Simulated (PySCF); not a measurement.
# MoFCl: triplet, from a bent start

Where does triplet MoFCl go from a bent start, is the end point a minimum, and what are its modes, charges and moments?

The runs use PySCF 2.14.0; PBE0, basis Mo def2-TZVP with ECP28, F def2-TZVP, Cl def2-TZVP, scalar-relativistic core potentials, no spin–orbit coupling, density fitting.

### Step 1. Starting geometry

3 atoms, charge 0, spin multiplicity 3.

Bond lengths: Mo1–F2 2.020 Å, Mo1–Cl3 2.370 Å. Angles: F2–Mo1–Cl3 110.0°.

Z-matrix (Å, degrees; charge 0 multiplicity 3):
```
Mo
F  1 2.0200
Cl 1 2.3700 2 110.00
```

### Step 2. First SCF at the start

One driver script runs all steps and calls PySCF; scf.py shows how it sets up the SCF of each step. The optimiser is the driver's own. After this first run the driver tries any further starts and a stability analysis.

scf.py

```python
from pyscf import gto, scf, dft
mol = gto.M(atom='''
Mo     0.000000     0.000000     0.000000
F     -1.654700     0.000000     1.158600
Cl     1.941400     0.000000     1.359400''',
    basis={'Mo': 'def2-TZVP', 'F': 'def2-TZVP', 'Cl': 'def2-TZVP'},
    ecp={'Mo': 'def2-TZVP'},
    charge=0, spin=2)
mf = dft.UKS(mol, xc='PBE0')
mf.grids.atom_grid = (50, 194)
aux = {'Mo': 'def2-universal-JKFIT', 'F': 'def2-universal-JKFIT', 'Cl': 'def2-universal-JKFIT'}
mf = mf.density_fit(auxbasis=aux)
mf.conv_tol = 1e-08
mf.diis_space = 10
mf.max_cycle = 60
mf.init_guess = 'minao'
mf.verbose = 4
mf.kernel()
```

The run is started by

```
$ OMP_NUM_THREADS=4 python axn.py task.json out
```

Log, cut to the lines that bear on the results:

```text
[... the frontier levels of the middle cycles are left out ...]
init E= -621.456974283601
[... the frontier-level lines of each cycle are left out ...]
cycle= 1 E= -627.875782654319  delta_E= -6.42  |g|= 0.561  |ddm|= 2.54
cycle= 2 E= -627.429640386638  delta_E= 0.446  |g|= 1.28  |ddm|= 0.967
cycle= 3 E= -627.978995820058  delta_E= -0.549  |g|= 0.254  |ddm|= 0.634
cycle= 4 E= -628.004916069144  delta_E= -0.0259  |g|= 0.083  |ddm|= 0.231
cycle= 5 E= -628.007434988498  delta_E= -0.00252  |g|= 0.0485  |ddm|= 0.0922
cycle= 6 E= -628.008726313315  delta_E= -0.00129  |g|= 0.00827  |ddm|= 0.0396
cycle= 7 E= -628.008872994609  delta_E= -0.000147  |g|= 0.00417  |ddm|= 0.0183
cycle= 8 E= -628.008981915022  delta_E= -0.000109  |g|= 0.00327  |ddm|= 0.0179
cycle= 9 E= -628.00912677431  delta_E= -0.000145  |g|= 0.00262  |ddm|= 0.0289
cycle= 10 E= -628.009274542421  delta_E= -0.000148  |g|= 0.00209  |ddm|= 0.0366
cycle= 11 E= -628.009381572496  delta_E= -0.000107  |g|= 0.00175  |ddm|= 0.0302
cycle= 12 E= -628.009491561182  delta_E= -0.00011  |g|= 0.00162  |ddm|= 0.0353
cycle= 13 E= -628.009580051849  delta_E= -8.85e-05  |g|= 0.00142  |ddm|= 0.0317
cycle= 14 E= -628.009694626326  delta_E= -0.000115  |g|= 0.00138  |ddm|= 0.048
[... 16 cycles left out ...]
cycle= 31 E= -628.010402986395  delta_E= -8.65e-06  |g|= 0.000451  |ddm|= 0.0171
cycle= 32 E= -628.010410838783  delta_E= -7.85e-06  |g|= 0.000547  |ddm|= 0.015
cycle= 33 E= -628.010423478867  delta_E= -1.26e-05  |g|= 0.000235  |ddm|= 0.0331
cycle= 34 E= -628.010430842128  delta_E= -7.36e-06  |g|= 0.000178  |ddm|= 0.0255
cycle= 35 E= -628.0104338289  delta_E= -2.99e-06  |g|= 0.000202  |ddm|= 0.0157
cycle= 36 E= -628.010433950674  delta_E= -1.22e-07  |g|= 0.000212  |ddm|= 0.00141
cycle= 37 E= -628.010434414986  delta_E= -4.64e-07  |g|= 0.000252  |ddm|= 0.00396
cycle= 38 E= -628.010434258641  delta_E= 1.56e-07  |g|= 0.00016  |ddm|= 0.00287
cycle= 39 E= -628.010435257985  delta_E= -9.99e-07  |g|= 0.000175  |ddm|= 0.0106
cycle= 40 E= -628.010435802537  delta_E= -5.45e-07  |g|= 0.000134  |ddm|= 0.00807
cycle= 41 E= -628.010436062044  delta_E= -2.6e-07  |g|= 0.000109  |ddm|= 0.00636
cycle= 42 E= -628.010436174235  delta_E= -1.12e-07  |g|= 7.88e-05  |ddm|= 0.00448
cycle= 43 E= -628.010436205414  delta_E= -3.12e-08  |g|= 4.09e-05  |ddm|= 0.0035
cycle= 44 E= -628.010436205703  delta_E= -2.89e-10  |g|= 1.04e-05  |ddm|= 0.00211
Extra cycle  E= -628.010436206162  delta_E= -4.59e-10  |g|= 1.32e-05  |ddm|= 4.53e-05
converged SCF energy = -628.010436206162  <S^2> = 2.0061956  2S+1 = 3.0041276
```

This step, with its further starts and checks, took 25 s on 4 threads of Arm Neoverse N1, shared host.

The starts that the driver tried:

| start | energy (Eh) |
| --- | --- |
| the minimal-basis guess | -628.010436 |
| a thermally smeared density | -628.043830 |
| a smeared PBE density | -628.020545 |

The first run landed in a state that is too high. Following the other starts and the instabilities gains 87.7 kJ/mol (-628.04383 Eh), and the work goes on from there.

### Step 3. Relaxing the triplet from the bent start

The program finds Cs symmetry in the start, which this walk keeps.

scf.py, as its differences from that of step 2:

```diff
@@ -3,3 +3,3 @@
-Mo     0.000000     0.000000     0.000000
-F     -1.654700     0.000000     1.158600
-Cl     1.941400     0.000000     1.359400''',
+Mo    -0.240016     0.000000    -0.457938
+F     -1.894716     0.000000     0.700662
+Cl     1.701384     0.000000     0.901462''',
@@ -16 +15,0 @@
-mf.init_guess = 'minao'
```

The optimiser's trace:

| step | energy (Eh) | change (kJ/mol) | largest symmetric gradient (Eh/bohr) |
| --- | --- | --- | --- |
| 0 | -628.043830 | 0.00 | 0.06102 |
| 1 | -628.059845 | -42.05 | 0.02092 |
| 2 | -628.062170 | -48.15 | 0.00886 |
| 3 | -628.063075 | -50.53 | 0.00464 |
| 4 | -628.063236 | -50.95 | 0.00203 |
| 5 | -628.063249 | -50.98 | 0.00023 |
| 6 | -628.063250 | -50.99 | 0.00002 |

The walk took 18 s.

Positions (Å) and forces (eV/Å) along the way:

```
step 0
Mo  -0.240   0.000  -0.458  -1.022   0.000   3.138
F   -1.895   0.000   0.701   2.192   0.000  -1.957
Cl   1.701   0.000   0.901  -1.169   0.000  -1.180
step 1
Mo  -0.257   0.000  -0.345  -0.048   0.000   1.075
F   -1.866   0.000   0.635   0.443   0.000  -0.579
Cl   1.690   0.000   0.854  -0.394   0.000  -0.497
step 3
Mo  -0.246   0.000  -0.202  -0.239   0.000   0.090
F   -1.952   0.000   0.555   0.105   0.000  -0.104
Cl   1.765   0.000   0.792   0.134   0.000   0.014
step 6
Mo  -0.251   0.000  -0.166  -0.001   0.000   0.001
F   -1.977   0.000   0.532   0.000   0.000   0.005
Cl   1.795   0.000   0.778   0.000   0.000  -0.006
```

After 6 steps and 51.0 kJ/mol it ends at Cs: Mo–Cl 2.253 Å, Mo–F 1.862 Å; Cl–Mo–F 133.2°.

### Step 4. Frequencies

The point is checked on the finer grid, and tightened if its gradient asks for it. The Hessian and the dipole derivatives come from central differences of analytic gradients, with steps of 0.02 bohr.

scf.py, as its differences from that of step 3:

```diff
@@ -3,3 +3,3 @@
-Mo    -0.240016     0.000000    -0.457938
-F     -1.894716     0.000000     0.700662
-Cl     1.701384     0.000000     0.901462''',
+Mo    -0.254997     0.000000    -0.315982
+F     -1.973201     0.000000     0.400176
+Cl     1.782840     0.000000     0.644021''',
@@ -10 +10 @@
-mf.grids.atom_grid = (50, 194)
+mf.grids.atom_grid = (75, 302)
@@ -13 +13 @@
-mf.conv_tol = 1e-08
+mf.conv_tol = 1e-10
```

The driver hands on the density of the step before, so the log starts near convergence.

SCF at the final geometry:

```text
init E= -628.063093328293
[... the frontier-level lines of each cycle are left out ...]
cycle= 1 E= -628.063093328293  delta_E= 1.14e-13  |g|= 4.65e-06  |ddm|= 6.52e-06
Extra cycle  E= -628.063093328269  delta_E= 2.46e-11  |g|= 9.61e-06  |ddm|= 8.9e-06
converged SCF energy = -628.063093328269  <S^2> = 2.9999494  2S+1 = 3.6055232
```

The whole step took 72 s.

Geometry: Cs; Mo–Cl 2.253 Å, Mo–F 1.861 Å; Cl–Mo–F 132.1°.

Harmonic modes (main isotopes):

```tsv
symmetry	ω (cm⁻¹)	IR (km/mol)	μ (u)
a'	109	5.7	26.66
a'	407	53.0	40.69
a'	670	159	21.94
```

No imaginary mode, so this is a minimum.

Properties at this point:

```yaml
Dipole_moment: 2.28 D
Highest_occupied_level: -6.39 eV
Lowest_empty_level: -3.25 eV
Rotational_constants: 0.8059, 0.08519, 0.07704 cm⁻¹
Zero-point_energy: 7.1 kJ/mol
Principal_polarisabilities: 44.1, 47.4, 65.2 bohr³
Atomisation_energy_without_zero-point_energy: 749 kJ/mol
Principal_traceless_quadrupole_moments_about_the_centre_of_mass: -8.55, 4.00, 4.55 D Å
Entropy_at_298.15_K_and_1_bar_electronic_part_spin_only: 305.3 J/(mol K)
Heat_capacity_Cp_at_298.15_K: 51.2 J/(mol K)
Enthalpy_at_298.15_K_above_0_K: 12.92 kJ/mol
Rotational_symmetry_number: 1
Spin_squared_⟨S²⟩: 3.000
```

Charges (e) and bond orders:

```tsv
atom	Mulliken	Löwdin	polar tensor	spin (Mulliken)	Mayer order to Mo1
Mo1	0.89	0.28	1.25	1.99	–
F2	-0.48	-0.29	-0.70	0.00	0.85
Cl3	-0.41	0.01	-0.56	0.00	1.07
```

Outer orbital energies (eV). α occupied: -12.35, -12.04, -10.59, -9.99, -9.54, -7.29, -6.98, -6.40; empty: -3.25, -2.77, -0.76, -0.42. β occupied: -22.45, -12.83, -12.16, -11.71, -10.51, -9.68, -9.42, -6.39; empty: -2.48, -2.29, -2.09, -1.65.

Mulliken populations on Mo1 (outside its core potential): s 2.51, p 6.18, d 4.39, f 0.03.

### Step 5. Outcome

| quantity | value |
| --- | --- |
| minimum | broken-symmetry (Ms = 1), Cs |
| geometry | Mo–Cl 2.253 Å, Mo–F 1.861 Å; Cl–Mo–F 132.1° |
| wavenumbers (cm⁻¹) | 109 (a'), 407 (a'), 670 (a') |
| dipole moment | 2.28 D |
| highest occupied, lowest empty level (either spin) | -6.39, -3.25 eV |
| polar-tensor charge of Mo1 | +1.25 e |
| zero-point energy | 7.1 kJ/mol |
| entropy at 298.15 K | 305.3 J/(mol K) |
| atomisation energy (no zero-point energy) | 749 kJ/mol |
| ⟨S²⟩ | 3.000 |

The bent start keeps its Cs symmetry and ends in a minimum. The determinant is spin-contaminated (⟨S²⟩ = 3.00 against 2.00), so it is no pure spin state. In the infrared the band at 670 cm⁻¹ (a', stretch) leads. The first SCF alone would have been 88 kJ/mol too high. Only this shape and spin were tried, so other structures or states may lie lower. One determinant may miss the lowest occupation of an open d or f shell.

The search up to here took 1.9 min.
